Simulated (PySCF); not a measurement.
# C₆H₁₇AlN₂: NMR shifts in solvents

Aim: compute the NMR shifts of C₆H₁₇AlN₂ (`C=[CH][Al@@H-]([NH]C)[N+](C)(C)C`), and see what a dielectric continuum does where one was used.

Computed with PySCF 2.14.0, with density-fitted response routines of our own, on a single molecule, in the gas phase or a continuum. Atoms count from 0, in the outputs and in this text.

### 1 The starting structure

26 atoms, charge 0, multiplicity 1; geometry from: GFN2-xTB. The atoms were then displaced at random by about 0.01 Å, so the start is not that level's minimum.

Bonds of the start (Å): C0–C1 1.32, C1–Al2 2.01, Al2–N3 1.81, N3–C4 1.43, Al2–N5 2.07, N5–C6 1.44, N5–C7 1.45, N5–C8 1.45, C0–H9 1.09, C0–H10 1.08, C1–H11 1.11, Al2–H12 1.56, N3–H13 1.05, C4–H14 1.10, C4–H15 1.09, C4–H16 1.11, C6–H17 1.08, C6–H18 1.10, C6–H19 1.07, C7–H20 1.06, C7–H21 1.09, C7–H22 1.07, C8–H23 1.11, C8–H24 1.10, C8–H25 1.10.

### 2 Optimising the geometry at PBE0-D3(BJ)/def2-SVP

What the job is given:

```
{"job": {"xc": "PBE0", "basis": "def2-SVP", "d3": "d3bj", "grid": 1, "shake": 0.01, "kind": "geom"}, "charge": 0, "multiplicity": 1}
C      2.022280     2.061190    -1.253370
C      1.749510     1.253450    -0.245140
Al     0.579370    -0.354020    -0.548910
N      0.946990    -1.797800     0.478710
C      2.244390    -2.388780     0.479250
N     -1.273820     0.264390     0.132470
C     -1.623980     1.377020    -0.715650
C     -1.205210     0.681490     1.520130
C     -2.214770    -0.823000    -0.034200
H      1.491010     1.964320    -2.196150
H      2.690490     2.914330    -1.205850
H      2.338170     1.456830     0.673660
H      0.160520    -0.614790    -2.030810
H      0.281840    -2.391700     1.033700
H      2.262460    -3.393650     0.043320
H      2.902500    -1.725440    -0.090460
H      2.660840    -2.446550     1.501350
H     -1.601220     1.063480    -1.749700
H     -2.640140     1.745790    -0.487980
H     -0.931870     2.185450    -0.577500
H     -0.496400     1.468930     1.618960
H     -2.185700     1.019110     1.867650
H     -0.897000    -0.154060     2.117450
H     -2.120750    -1.193110    -1.080790
H     -1.951440    -1.653920     0.628630
H     -3.256260    -0.494370     0.124490
```

Command:

```sh
$ OMP_NUM_THREADS=1 python probes_run.py task.json out
```

This one command runs all jobs of the session in turn.

Output:

```text
step   0  E = -589.95371962  max force = 0.031520
step   1  E = -589.96364799  max force = 0.004772
step   2  E = -589.96450625  max force = 0.002365
step   3  E = -589.96561919  max force = 0.004280
step   4  E = -589.96656673  max force = 0.005310
step   5  E = -589.96779742  max force = 0.004140
step   6  E = -589.96958981  max force = 0.004032
step   7  E = -589.97015227  max force = 0.002888
step   8  E = -589.97041733  max force = 0.001879
step   9  E = -589.97052533  max force = 0.000994
step  10  E = -589.97057299  max force = 0.000815
step  11  E = -589.97063168  max force = 0.001060
step  12  E = -589.97065243  max force = 0.001078
step  13  E = -589.97067289  max force = 0.000595
step  14  E = -589.97067674  max force = 0.000221
optimisation converged
```

Wall time 7.1 min (1 thread of Arm Neoverse V1, shared host); peak memory 0.98 GiB.

Step by step:

```tsv
step	energy from step 0 (eV)	largest force component (eV/Å)
0	0.0000	1.6208
1	-0.2702	0.2454
2	-0.2935	0.1216
3	-0.3238	0.2201
4	-0.3496	0.2731
5	-0.3831	0.2129
6	-0.4318	0.2073
7	-0.4472	0.1485
8	-0.4544	0.0966
9	-0.4573	0.0511
10	-0.4586	0.0419
11	-0.4602	0.0545
12	-0.4608	0.0554
13	-0.4613	0.0306
14	-0.4614	0.0114
```

Distances of close pairs at the start and the end, largest changes first:

```tsv
bond	before (Å)	after (Å)	change (Å)
Al2–H12	1.562	1.609	+0.047
N3–H13	1.050	1.016	-0.035
C7–H20	1.064	1.099	+0.035
C1–Al2	2.011	1.977	-0.034
Al2–N5	2.069	2.101	+0.032
C7–H22	1.072	1.099	+0.026
C6–H19	1.073	1.099	+0.025
C0–C1	1.320	1.343	+0.023
```

The final coordinates are the input of the step that follows.

```tsv
at the end point	value
point group (found at 0.08 Å tolerance)	C1
rotational constants (GHz, main isotopes)	1.301, 1.196, 0.785
dipole moment (D)	4.34
```

### 3 NMR shieldings: PBE0/pcSseg-1 in acetone

What the job is given:

```
{"job": {"kind": "nmr", "xc": "PBE0", "basis": "pcSseg-1", "solvent": "acetone", "pop": true}, "charge": 0, "multiplicity": 1}
C      1.950703     2.122497    -1.450142
C      1.769153     1.136233    -0.556535
Al     0.572298    -0.401047    -0.892235
N      0.953393    -1.940402    -0.002790
C      1.898726    -2.144073     1.065466
N     -1.187248     0.239223     0.060110
C     -1.678269     1.456989    -0.586728
C     -0.868392     0.486607     1.468301
C     -2.160391    -0.849266    -0.056682
H      1.426171     2.129767    -2.415669
H      2.634163     2.967622    -1.287063
H      2.366041     1.232327     0.365644
H     -0.033002    -0.580470    -2.372228
H      0.683379    -2.819589    -0.433525
H      2.835011    -2.647481     0.750028
H      2.205262    -1.174943     1.493751
H      1.489792    -2.738836     1.907551
H     -1.861610     1.253594    -1.651008
H     -2.614628     1.806949    -0.116348
H     -0.913032     2.241585    -0.511001
H     -0.106821     1.275632     1.537235
H     -1.767184     0.800089     2.029246
H     -0.465218    -0.434842     1.910321
H     -2.390605    -1.019041    -1.117641
H     -1.710363    -1.763600     0.354681
H     -3.092836    -0.608687     0.484714
```

Level: GIAO PBE0/pcSseg-1 NMR shielding, non-relativistic, IEF-PCM acetone.

Output:

```text
coarse grid: 20808 points
cycle   1  E = -590.1022907684  dE =  4.882e-01  |g| = 5.690e-01  |ddm| = 4.259e+00
cycle   2  E = -590.0552396523  dE =  4.705e-02  |g| = 7.386e-01  |ddm| = 1.219e+00
cycle   3  E = -590.1829343470  dE = -1.277e-01  |g| = 9.549e-02  |ddm| = 7.415e-01
cycle   4  E = -590.1847449136  dE = -1.811e-03  |g| = 3.330e-02  |ddm| = 9.629e-02
cycle   5  E = -590.1850164026  dE = -2.715e-04  |g| = 5.053e-03  |ddm| = 3.057e-02
cycle   6  E = -590.1850223512  dE = -5.949e-06  |g| = 1.573e-03  |ddm| = 6.631e-03
final grid: 192448 points
cycle   7  E = -590.2345526481  dE = -4.953e-05  |g| = 1.123e-02  |ddm| = 3.667e-02
cycle   8  E = -590.2345395529  dE =  1.310e-05  |g| = 1.364e-02  |ddm| = 1.945e-02
cycle   9  E = -590.2345836471  dE = -4.409e-05  |g| = 1.532e-03  |ddm| = 1.098e-02
cycle  10  E = -590.2345841629  dE = -5.159e-07  |g| = 2.146e-04  |ddm| = 1.274e-03
cycle  11  E = -590.2345841732  dE = -1.020e-08  |g| = 7.685e-05  |ddm| = 2.676e-04
cycle  12  E = -590.2345841742  dE = -1.033e-09  |g| = 3.901e-05  |ddm| = 8.748e-05
cycle  13  E = -590.2345841746  dE = -3.711e-10  |g| = 5.237e-06  |ddm| = 3.632e-05
converged SCF energy = -590.2345841746

GIAO shielding tensors (ppm)
atom      isotropic    diamagn.    paramagn.     s11        s22        s33       span
  0 C       38.466     254.955    -216.489    -93.319     49.191    159.527    252.847
  1 C       27.773     261.725    -233.953   -110.810      3.830    190.299    301.109
  2 Al     430.617     801.461    -370.845    388.032    441.837    461.980     73.948
  3 N      242.648     324.183     -81.534    230.117    234.151    263.676     33.559
  4 C      151.234     241.092     -89.859    126.194    143.055    184.452     58.258
  5 N      220.315     324.447    -104.132    200.512    227.580    232.854     32.342
  6 C      139.970     249.630    -109.660    117.543    120.095    182.271     64.728
  7 C      139.898     252.181    -112.283    117.593    120.049    182.054     64.461
  8 C      138.924     249.765    -110.841    116.517    119.688    180.568     64.051
  9 H       25.059      32.207      -7.148     20.967     24.467     29.742      8.775
 10 H       24.627      28.747      -4.120     21.036     24.046     28.799      7.763
 11 H       24.239      33.339      -9.100     19.159     25.530     28.028      8.870
 12 H       28.084      34.768      -6.685     25.207     26.638     32.406      7.199
 13 H       31.460      33.588      -2.128     23.139     30.166     41.076     17.937
 14 H       28.371      26.662       1.709     22.902     25.884     36.326     13.424
 15 H       28.390      30.768      -2.378     24.184     27.609     33.378      9.194
 16 H       28.433      28.209       0.224     23.254     26.310     35.734     12.480
 17 H       28.926      31.939      -3.013     24.947     26.495     35.336     10.389
 18 H       29.224      30.203      -0.979     25.356     26.683     35.632     10.277
 19 H       28.679      32.656      -3.977     23.363     28.268     34.407     11.044
 20 H       28.995      33.805      -4.810     24.491     28.051     34.442      9.951
 21 H       29.280      31.578      -2.298     25.548     26.713     35.578     10.030
 22 H       28.596      33.788      -5.192     24.114     28.064     33.609      9.495
 23 H       29.086      31.686      -2.600     25.155     26.421     35.681     10.526
 24 H       28.344      32.266      -3.922     22.751     28.708     33.572     10.821
 25 H       29.264      30.192      -0.927     25.630     26.560     35.603      9.973
```

Wall time 59 s (1 thread of Arm Neoverse V1, shared host); peak memory 1.3 GiB.

The references, computed at this level on geometries of the same kind, shield at (ppm): 1H TMS 31.24, 13C TMS 185.4, 15N NH3 268.4, 27Al AlH4- 480.0. Their shielding less the atom's gives the shift. The references are single molecules in the same continuum, so shifts against H2O, NH3, PH3, H3PO4 or CFCl3 are not on the usual liquid scales and can be off by tens of ppm. Shifts against hydride references such as AlH4− lie on their own scale. Atoms listed in one row are averaged.

```tsv
atoms	environment	σ (ppm)	δ (ppm)
C1	alkene CH	27.8	157.7
C0	terminal =CH2 carbon	38.5	147.0
C6, C7, C8	methyl carbon bonded to N	139.6	45.8
C4	methyl carbon bonded to N	151.2	34.2
H11	hydrogen on an alkene CH	24.24	7.00
H10	hydrogen on a terminal =CH2 carbon	24.63	6.61
H9	hydrogen on a terminal =CH2 carbon	25.06	6.18
H12	hydrogen on an aluminium bonded to C, 2 N	28.08	3.16
H14, H15, H16	hydrogen on a methyl carbon bonded to N	28.40	2.84
H17, H18, H19, H20, H21 and 4 more	hydrogen on a methyl carbon bonded to N	28.93	2.31
H13	hydrogen on a nitrogen bonded to C, Al	31.46	-0.22
Al2	aluminium bonded to C, 2 N, H	430.6	49.4
N5	donor nitrogen of a Lewis adduct	220.3	48.1
N3	nitrogen bonded to C, Al, H	242.6	25.8
```

The run also stored atomic charges by several schemes (e):

```tsv
atoms	Mulliken	IAO	Hirshfeld	ESP fit
C0	-0.24	-0.30	-0.11	-0.46
C1	-0.57	-0.48	-0.21	-0.30
Al2	1.01	0.78	0.37	0.56
N3	-0.81	-0.72	-0.32	-0.71
C4	-0.12	-0.28	-0.08	-0.01
N5	-0.76	-0.19	-0.02	0.30
C6, C7, C8	-0.11	-0.30	-0.05	-0.42
```

Mayer bond orders: C0–C1 1.98, C1–Al2 0.75, Al2–N3 0.85, N3–C4 1.00, Al2–N5 0.35, N5–C6 0.91, N5–C7 0.90, N5–C8 0.90.

### 4 Shielding tensors: PBE0/pcSseg-1 in acetonitrile

Settings changed since step 3:

```diff
@@ -1,2 +1,2 @@
-{"job": {"kind": "nmr", "xc": "PBE0", "basis": "pcSseg-1", "solvent": "acetone", "pop": true}, "charge": 0, "multiplicity": 1}
+{"job": {"kind": "nmr", "xc": "PBE0", "basis": "pcSseg-1", "solvent": "acetonitrile", "pop": false}, "charge": 0, "multiplicity": 1}
 C      1.950703     2.122497    -1.450142
```

Method: GIAO PBE0/pcSseg-1 NMR shielding, non-relativistic, IEF-PCM acetonitrile.

Output:

```text
coarse grid: 20808 points
cycle   1  E = -590.1028232882  dE =  4.877e-01  |g| = 5.685e-01  |ddm| = 4.259e+00
cycle   2  E = -590.0561118298  dE =  4.671e-02  |g| = 7.375e-01  |ddm| = 1.215e+00
cycle   3  E = -590.1833234185  dE = -1.272e-01  |g| = 9.520e-02  |ddm| = 7.386e-01
cycle   4  E = -590.1851204460  dE = -1.797e-03  |g| = 3.326e-02  |ddm| = 9.608e-02
cycle   5  E = -590.1853913022  dE = -2.709e-04  |g| = 4.984e-03  |ddm| = 3.062e-02
cycle   6  E = -590.1853971767  dE = -5.875e-06  |g| = 1.440e-03  |ddm| = 6.611e-03
final grid: 192448 points
cycle   7  E = -590.2349245300  dE = -4.977e-05  |g| = 1.116e-02  |ddm| = 3.664e-02
cycle   8  E = -590.2349121412  dE =  1.239e-05  |g| = 1.347e-02  |ddm| = 1.936e-02
cycle   9  E = -590.2349552189  dE = -4.308e-05  |g| = 1.495e-03  |ddm| = 1.089e-02
cycle  10  E = -590.2349557037  dE = -4.848e-07  |g| = 2.151e-04  |ddm| = 1.246e-03
cycle  11  E = -590.2349557141  dE = -1.034e-08  |g| = 6.968e-05  |ddm| = 2.691e-04
cycle  12  E = -590.2349557149  dE = -7.947e-10  |g| = 3.836e-05  |ddm| = 8.386e-05
cycle  13  E = -590.2349557152  dE = -3.581e-10  |g| = 5.334e-06  |ddm| = 3.476e-05
converged SCF energy = -590.2349557152

GIAO shielding tensors (ppm)
atom      isotropic    diamagn.    paramagn.     s11        s22        s33       span
  0 C       38.456     254.987    -216.530    -93.330     49.150    159.549    252.879
  1 C       27.702     261.703    -234.001   -110.892      3.680    190.318    301.210
  2 Al     430.688     801.463    -370.775    388.213    441.736    462.115     73.901
  3 N      242.711     324.171     -81.459    230.192    234.195    263.746     33.554
  4 C      151.268     241.106     -89.839    126.223    143.094    184.485     58.262
  5 N      220.335     324.438    -104.103    200.532    227.568    232.905     32.373
  6 C      139.998     249.638    -109.639    117.548    120.154    182.293     64.746
  7 C      139.922     252.194    -112.273    117.625    120.064    182.076     64.450
  8 C      138.948     249.776    -110.827    116.539    119.722    180.584     64.045
  9 H       25.058      32.209      -7.151     20.965     24.468     29.741      8.775
 10 H       24.623      28.750      -4.126     21.035     24.041     28.794      7.759
 11 H       24.230      33.333      -9.103     19.153     25.520     28.018      8.865
 12 H       28.100      34.795      -6.696     25.226     26.658     32.415      7.189
 13 H       31.450      33.581      -2.131     23.129     30.148     41.073     17.944
 14 H       28.376      26.666       1.711     22.903     25.892     36.334     13.430
 15 H       28.383      30.760      -2.376     24.177     27.602     33.372      9.195
 16 H       28.429      28.204       0.224     23.251     26.303     35.732     12.481
 17 H       28.931      31.940      -3.010     24.953     26.498     35.342     10.389
 18 H       29.206      30.186      -0.981     25.334     26.664     35.619     10.285
 19 H       28.684      32.660      -3.975     23.371     28.272     34.410     11.040
 20 H       28.995      33.805      -4.810     24.492     28.049     34.445      9.953
 21 H       29.263      31.564      -2.301     25.528     26.695     35.566     10.038
 22 H       28.599      33.794      -5.195     24.117     28.067     33.613      9.496
 23 H       29.089      31.687      -2.598     25.158     26.423     35.686     10.527
 24 H       28.351      32.273      -3.922     22.762     28.713     33.578     10.817
 25 H       29.246      30.176      -0.930     25.608     26.541     35.589      9.981
```

It took 56 s on 1 thread of Arm Neoverse V1, shared host; peak memory 1.3 GiB.

Key values: δ C1 157.8, C0 147.0, C6 45.8, C4 34.2, H11 7.01, H10 6.62 ppm (means over like atoms).

### 5 Comparing the runs: NMR shifts

Shifts (ppm) of some atoms, chosen among heavy atoms and hydrogens apart, with basis size and wall time:

```tsv
run	C1	C0	H12	H13	Al2	N5	N3	functions	time
PBE0/pcSseg-1 in acetone	157.7	147.0	3.16	-0.22	49.4	48.1	25.8	245	59 s
PBE0/pcSseg-1 in acetonitrile	157.8	147.0	3.14	-0.21	49.1	48.2	25.8	245	56 s
```

The continuum's effect on the ground state:

```tsv
solvent	ε	polarisation energy (Eh)	μ (D)
acetone	20.49	-0.0115	5.60
acetonitrile	35.69	-0.0120	5.65
```

### 6 Outcome

```
                                                                        quantity                                          value
                                                                     point group                                             C1
                                            rotational constants (main isotopes)                           1.30, 1.20, 0.79 GHz
13C shifts against TMS (PBE0/pcSseg-1, acetone, means over atoms taken as alike)                   157.7, 147.0, 45.8, 34.2 ppm
 1H shifts against TMS (PBE0/pcSseg-1, acetone, means over atoms taken as alike)  7.00, 6.61, 6.18, 3.16, 2.84, 2.31, -0.22 ppm
                              27Al shifts against AlH4- (PBE0/pcSseg-1, acetone)                                       49.4 ppm
                                 15N shifts against NH3 (PBE0/pcSseg-1, acetone)                                 48.1, 25.8 ppm
                                                       range of the shift of Al2                               49.1 to 49.4 ppm
```

**Reading.** The optimisation took 14 steps and gained 0.461 eV; among the close pairs (by a distance rule), Al2–H12 changed most, from 1.562 to 1.609 Å. No frequency check was run at this level, so the end point may be a saddle. The most deshielded carbon is C1 (alkene CH), at 157.7 ppm: the olefinic region. The most deshielded hydrogen is H11 (hydrogen on an alkene CH), at 7.00 ppm: olefinic region. At PBE0/pcSseg-1: Shielding is most anisotropic at C1 (span 301 ppm, paramagnetic term -234 ppm). In ppm, Al2 moves most: its shift spreads over 0.2 ppm, from 49.1 (PBE0/pcSseg-1 in acetonitrile) to 49.4 (PBE0/pcSseg-1 in acetone). Most of that comes from the computed reference, not from the atom's own shielding. The continuum holds electrostatics alone: no hydrogen bonds to the solvent, and the gas-phase geometry is kept.
